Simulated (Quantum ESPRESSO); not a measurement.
A calculation with Quantum ESPRESSO 7.5 of NiF (ASE script, structure from a POSCAR):

run.py

```python
import numpy as np
from ase.calculators.espresso import Espresso, EspressoProfile
from ase.io import read

atoms = read('POSCAR')
atoms.set_initial_magnetic_moments([1.0, 0.0])

input_data = {
    'control': {'calculation': 'scf', 'prefix': 'pwscf', 'outdir': './tmp', 'tprnfor': True, 'tstress': True, 'disk_io': 'nowf'},
    'system': {'ecutwfc': 55.0, 'ecutrho': 440.0, 'nbnd': 22, 'occupations': 'smearing', 'smearing': 'fd', 'degauss': 0.00367493, 'nspin': 2},
    'electrons': {'conv_thr': 4e-10, 'electron_maxstep': 120, 'mixing_beta': 0.3},
}
pseudopotentials = {'Ni': 'ni_pbe_v1.4.uspp.F.UPF', 'F': 'f_pbe_v1.4.uspp.F.UPF'}
profile = EspressoProfile(command='pw.x', pseudo_dir='pseudo')
dft = Espresso(profile=profile, input_data=input_data, pseudopotentials=pseudopotentials, kpts=(10, 10, 10), koffset=(0, 0, 0))
atoms.calc = dft

print(f'energy {atoms.get_potential_energy():.8f} eV')
print('forces (eV/A)')
print(np.round(atoms.get_forces(), 6))
print('stress (eV/A^3, Voigt)')
print(np.round(atoms.get_stress(), 8))
print(f'Fermi level {dft.get_fermi_level():.4f} eV')
```

The input POSCAR:

```
NiF
1.0
    0.0000000000      2.3348415800      2.3348415800
    2.3348415800      0.0000000000      2.3348415800
    2.3348415800      2.3348415800      0.0000000000
Ni F
1 1
Direct
    0.0000000000      0.0000000000      0.0000000000
    0.7500000000      0.7500000000      0.7500000000
```

Potentials or basis: SSSP 1.3 efficiency PBE.

The run is started by

```sh
$ OMP_NUM_THREADS=1 python run.py
```

The cell was built by a generator and needn't be a form met in nature.

Task: Write the same calculation in another form: native input, structure typed inline.

Result: As run:

pw.in

```
&CONTROL
  calculation = 'scf'
  prefix = 'pwscf'
  outdir = './tmp'
  pseudo_dir = './pseudo'
  tprnfor = .true.
  tstress = .true.
  disk_io = 'nowf'
/
&SYSTEM
  ibrav = 0
  nat = 2
  ntyp = 2
  ecutwfc = 55
  ecutrho = 440
  nbnd = 22
  occupations = 'smearing'
  smearing = 'fd'
  degauss = 0.00367493
  nspin = 2
  starting_magnetization(1) = 0.0556
  starting_magnetization(2) = 0
/
&ELECTRONS
  conv_thr = 4d-10
  electron_maxstep = 120
  mixing_beta = 0.3
/
ATOMIC_SPECIES
Ni    58.6934 ni_pbe_v1.4.uspp.F.UPF
F     18.9984 f_pbe_v1.4.uspp.F.UPF
CELL_PARAMETERS angstrom
   0.0000000000    2.3348415800    2.3348415800
   2.3348415800    0.0000000000    2.3348415800
   2.3348415800    2.3348415800    0.0000000000
ATOMIC_POSITIONS crystal
Ni     0.0000000000    0.0000000000    0.0000000000
F      0.7500000000    0.7500000000    0.7500000000
K_POINTS automatic
10 10 10 0 0 0
```

Potentials or basis: SSSP 1.3 efficiency PBE.

Command:

```sh
$ OMP_NUM_THREADS=1 pw.x -in pw.in > pw.out
```

Both were run:

|  | ASE script, structure from a POSCAR | native input, structure typed inline |
| --- | --- | --- |
| Pressure | 7.2 GPa | 7.2 GPa |
| Band gap on the k mesh | none (metal or under the smearing width) | none (metal or under the smearing width) |
| Net moment | 1.17 μB per cell | 1.17 μB per cell |
| Absolute moment | 1.29 μB per cell | 1.29 μB per cell |
| Site moments | Ni +1.11; F +0.08 μB | Ni +1.11; F +0.08 μB |
| Valence electrons inside the program's atomic spheres | Ni 15.61; F 6.56 | Ni 15.61; F 6.56 |

Keys that steer only the numerical path or the files written may differ.

Caveat: a cell with one magnetic atom can't hold antiferromagnetic order, which such compounds often take; semilocal functionals often make such compounds metallic where correlation or magnetic order opens a gap, which also shifts bond lengths.
